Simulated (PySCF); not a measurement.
**CH5ClGeS (SMILES C[S][GeH2][Cl]) at G0W0@PBE0/cc-pVDZ**

Wanted: quasiparticle levels of CH5ClGeS. 

The results are computed with PySCF 2.14.0.

7 further runs of the same task are left out: 7 set aside as unsound or not needed.

## (1) The system as given

CH5ClGeS has 9 atoms, charge 0, and is taken as a singlet. SMILES: `C[S][GeH2][Cl]`. The shape is that of a PBE0-D4/def2-TZVP optimisation. This is one conformer, not always the lowest.

Bond lengths: C1–S2 1.815 Å, S2–Ge3 2.193 Å, Ge3–Cl4 2.164 Å, C1–H5 1.089 Å, C1–H6 1.090 Å, C1–H7 1.090 Å, Ge3–H8 1.531 Å, Ge3–H9 1.535 Å. Some angles: C1–S2–Ge3 99.2°, S2–Ge3–Cl4 109.8°, S2–C1–H5 110.8°, S2–C1–H6 111.3°, S2–C1–H7 106.4°, S2–Ge3–H8 108.5°, S2–Ge3–H9 111.4°, Cl4–Ge3–H8 108.0°, Cl4–Ge3–H9 104.8°, H5–C1–H6 110.3°.

## (2) Quasiparticle energies at G0W0@PBE0/cc-pVDZ

File run.py:

```python
# C[S][GeH2][Cl]
from pyscf import gto, dft, gw

system = gto.M(
    atom='''
C     -0.109793     2.360835    -1.731745
S      2.477809     0.264940    -0.911604
Ge     0.515895    -2.178854     1.800153
Cl    -2.526753    -4.166846    -0.074266
H     -1.660691     1.307313    -2.581933
H     -0.775544     3.406798    -0.086927
H      0.635515     3.692336    -3.114458
H      2.392393    -4.146059     2.787913
H     -0.781780    -0.627767     3.880364
''',
    verbose=3,
    charge=0,
    max_memory=1860,
    unit='bohr',
    basis='cc-pvdz',
)

ks = dft.RKS(system, xc='pbe0')
ks.conv_tol = 1e-10
ks.grids.level = 0
ks.kernel()
if not ks.converged:
    ks = ks.newton().run(ks.mo_coeff, ks.mo_occ)

etot = ks.e_tot
print('E(%s) = %.9f' % ('PBE0', etot))

nocc = system.nelec[0]
orbs = list(range(max(0, nocc - 2), min(system.nao, nocc + 2)))
mygw = gw.GW(ks, freq_int='ac')
mygw.orbs = orbs
mygw.kernel()
print('orbital   mean field (eV)   quasiparticle (eV)')
for p in orbs:
    print('%4d %12.4f %12.4f' % (p + 1, ks.mo_energy[p] * 27.211386, mygw.mo_energy[p] * 27.211386))
```

The run is started by

```
OMP_NUM_THREADS=1 python run.py
```

Q: Predict the results. Wanted: ground-state or mean-field energy; dipole moment; HOMO energy; LUMO energy; HOMO–LUMO gap; quasiparticle HOMO; quasiparticle LUMO.

Computed results:

Level: G0W0@PBE0/cc-pVDZ, 20 core orbitals frozen.

```
                               quantity           value
      ground-state or mean-field energy  -2975.91749 Eh
 dipole moment (PBE0 Kohn–Sham density)          1.86 D
  HOMO energy (PBE0 Kohn–Sham orbitals)        -7.15 eV
  LUMO energy (PBE0 Kohn–Sham orbitals)        -0.29 eV
HOMO–LUMO gap (PBE0 Kohn–Sham orbitals)         6.86 eV
                     quasiparticle HOMO        -8.74 eV
                     quasiparticle LUMO         2.33 eV
```
